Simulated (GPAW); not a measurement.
V2Re3, 5 atoms in the cell. The cell holds a slab with vacuum, 5 atoms: a = 2.660 Å, b = 2.660 Å, c = 23.461 Å, α = 90.00°, β = 90.00°, γ = 110.57°.  The cell isn't the ideal one: the (0 0 1) slab of VRe, cut from the database cell, not relaxed.

- Program: GPAW 26.7.0
- Task: stm
- Functional: LDA
- Potentials or basis: the program's PAW data sets (release 1.2.1) made for this functional
- Cutoff: 450 eV
- Basis: pw
- k mesh: 11 × 11 × 1
- Occupations: fermi-dirac, width 0.05 eV
- Spin: collinear spin, ferromagnetic start
- Starting moments: [1.0, 2.0, 1.0, 2.0, 1.0] μB
- Maxiter: 150
- Dipole layer: yes
- Bias: 1
- Tip height: 3
- Symmetry: point_group=False

Potentials or basis: the program's PAW data sets (release 1.2.1) made for this functional, pw.

Command:

```sh
$ OMP_NUM_THREADS=1 python run.py
```

Hardware: 1 thread of Arm Neoverse V2, with other jobs on the host.

**Question.** How long does it take, and how much memory?

**Answer.** Run time: 12 min on 1 thread of Arm Neoverse V2 (shared host), peak memory 0.62 GiB. Counts: scf iterations 23, plane waves 3417, bands 58, k points 61.
